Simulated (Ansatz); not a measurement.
# K2Be2Pt: the cost of one run

Computed with Ansatz 0.2.0 (DFT PBE, scalar-relativistic, plane waves, PAW, unless a step's input says otherwise).

## 1. The structure to begin with

Symmetry: P-6m2, No. 187, hexagonal system. The conventional cell has a = 3.840 Å, b = 3.840 Å, c = 8.252 Å, α = 90.00°, β = 90.00°, γ = 120.00°. K (site symmetry 3m) has 6 Be at 2.80 Å as nearest neighbours. Be (site symmetry -6m2) has 3 Be at 2.22 Å as nearest neighbours. Around Pt (site symmetry -6m2) lie 6 K at 3.28 Å.

Coordinates:

```
CELL_PARAMETERS angstrom
3.83991 0.00000 0.00000
-1.91996 3.32546 0.00000
0.00000 0.00000 8.25222
ATOMIC_POSITIONS crystal
K 0.00000 0.00000 0.20769
K 0.00000 0.00000 0.79231
Be 0.33333 0.66667 0.00000
Be 0.66667 0.33333 0.00000
Pt 0.66667 0.33333 0.50000
```

Recipe of the guess: species swapped into a database cell of La2Ni2I (P-6m2, No. 187), with K on the La sites, Be on the Ni sites and Pt on the I sites. Its size is a rough estimate.

## 2. The guess as it stands, on a coarse mesh

input.yaml reads:

```yaml
crystal:
  lattice:
    - [3.83991387, 0.0, 0.0]
    - [-1.91995693, 3.32546296, 0.0]
    - [0.0, 0.0, 8.25221704]
  atoms:
    - { symbol: K, position: [0.0, 0.0, 0.20769344] }
    - { symbol: K, position: [0.0, 0.0, 0.79230656] }
    - { symbol: Be, position: [0.33333333, 0.66666667, 0.0] }
    - { symbol: Be, position: [0.66666667, 0.33333333, 0.0] }
    - { symbol: Pt, position: [0.66666667, 0.33333333, 0.5] }
basis:
  ecutwfc: 420
kpoints:
  mp_grid: { grid: [6, 6, 2] }
hamiltonian:
  xc: pbe
scf:
  occupations: { method: gaussian, width: 0.1 }
  lower_state_search: "off"
output:
  forces: true
  stress: true
  eigenvalues: true
```

On the command line:

```console
$ ansatz run input.yaml --threads 1 --pin off --max-ram 2560MiB --backend cpu --events-out ev --progress --plain --runs-dir out
```

**Question.** How long does this run take on 1 thread of Arm Neoverse V2, shared host, and how much memory does it need?

About 3 s, with a peak of 0.32 GiB.
